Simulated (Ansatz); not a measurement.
# PtRh2: one candidate structure

Aim: relax PtRh2 from this start, cadmium chloride type (R-3m, No. 166), and see where it ends.

Computed with Ansatz 0.2.0 (DFT PBE, scalar-relativistic, plane waves, PAW, unless a step's input says otherwise).

**1. The structure to begin with**

It takes space group R-3m (No. 166, trigonal). The conventional cell has a = 3.186 Å, b = 3.186 Å, c = 14.433 Å, α = 90.00°, β = 90.00°, γ = 120.00°. Rh (site symmetry 3m) has 3 Pt at 2.20 Å as nearest neighbours. Pt (site symmetry -3m) has 6 Rh at 2.20 Å as nearest neighbours.

As a file:

```
Rh Pt
1.0
     1.59287    0.91965    4.81089
    -1.59287    0.91965    4.81089
     0.00000   -1.83929    4.81089
Rh Pt
2 1
Direct
  0.75000 0.75000 0.75000
  0.25000 0.25000 0.25000
  0.00000 0.00000 0.00000
```

**2. A first look at the start**

input.yaml reads:

```yaml
crystal:
  lattice:
    - [1.5928747544, 0.9196466682, 4.8108892362]
    - [-1.5928747544, 0.9196466682, 4.8108892362]
    - [0.0, -1.8392933365, 4.8108892362]
  atoms:
    - { symbol: Rh, position: [0.75, 0.75, 0.75] }
    - { symbol: Rh, position: [0.25, 0.25, 0.25] }
    - { symbol: Pt, position: [0.0, 0.0, 0.0] }
basis:
  ecutwfc: 420
kpoints:
  mp_grid: { grid: [6, 6, 6] }
hamiltonian:
  xc: pbe
scf:
  occupations: { method: gaussian, width: 0.1 }
  lower_state_search: "off"
output:
  forces: true
  stress: true
  eigenvalues: true
```

On the command line:

```console
> ansatz run input.yaml --threads 1 --pin off --max-ram 2560MiB --backend cpu --events-out ev --progress --plain --runs-dir out
```

Output, shortened:

```text
[...]
SCF converged after 7 iterations
Free energy (F): -25320.837705 eV
[...]
E sigma→0 (E₀):  -25320.828436 eV
Entropy (-TS):   -0.018538 eV (-6.179 meV/atom)
Fermi energy:    23.710302 eV
[...]
--- Forces (eV/Å), atoms counted from 1 ---
  atom   1  Rh    -0.00000000    -0.00000000    12.70023931
  atom   2  Rh     0.00000000     0.00000000   -12.70023931
  atom   3  Pt     0.00000000     0.00000000     0.00000000
[...]
--- Stress (GPa, compression-positive) ---
      127.042594      -0.000000      -0.000000
       -0.000000     127.042594       0.000000
       -0.000000       0.000000     101.952816
  P = ⅓ Tr σ = 118.6793 GPa (1186.793 kbar)
--- Band table (eV; the first three rows and the last of 32) ---
[...]
```

It took 3 s on 1 thread of Intel Xeon at 2.70GHz, shared host; peak memory 0.36 GiB.

Read-out: pressure 118.7 GPa, largest force 12.70 eV/Å, gap on this mesh none (metal). With stress or forces this large, a rough relaxation on a coarse mesh goes ahead of the careful one.

[end of part 1 of 3]
